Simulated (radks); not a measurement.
# Filling a jellium sphere with rs = 3.57 bohr: electrons 15 to 20

Which level does each new electron take in a jellium sphere with rs = 3.57 bohr, and at which counts is the cluster hardest to charge further? Each count tries a few candidate levels and keeps the lowest. The background charge grows with the count, so each cluster is neutral; its cation and anion are computed too.

The numbers are computed with radks (version 2): non-relativistic spin-polarised Kohn-Sham, LDA (Slater exchange, Perdew-Wang correlation), spherically averaged shells.

### Step 1. The model

```
well                     : a jellium sphere with rs = 3.57 bohr
functional               : LDA (Slater exchange, Perdew-Wang correlation)
levels                   : named by radial order: 1s, 1p, 1d, 2s, 1f and so on
units                    : hartree and bohr; summary energies in eV
configuration carried in : 1s2 1p6 1d(up 5, down 1) (N = 14, energy -0.884315)
```

Further steps of the session: N = 15; Electron number 16; 17 electrons; N = 18; 19 electrons; Electron number 20.

**Question.** What will these runs give? Wanted: closed shells at N; largest second difference; most unpaired electrons; ionisation energies; polarisability at N = 18; configuration at N = 20.

The runs gave:

| quantity | value |
| --- | --- |
| closed shells at N | 18 and 20 |
| largest second difference | 0.236 eV at N = 18 (of N = 15 to 19) |
| most unpaired electrons | 3 at N = 15 |
| ionisation energies | 4.14 to 4.61 eV |
| polarisability at N = 18 | 1131 bohr³ |
| configuration at N = 20 | 1s2 1p6 1d10 2s2 |

What this shows: Shells close at N = 18 and 20; the largest second difference falls on N = 18. Among the lowest states kept at each count, up to 3 electrons are unpaired (N = 15), since exchange favours parallel spins. The polarisability at N = 18 is 1.38 times the classical R³, since electrons spill past the background. The anion gave no bound, converged state at N = 20; semilocal functionals bind extra electrons too weakly, through self-interaction. The ions keep the filling of the neutral cluster, less or plus one electron, without a search of their own. Only a few candidates are tried at each count, so a lower state may have been missed.
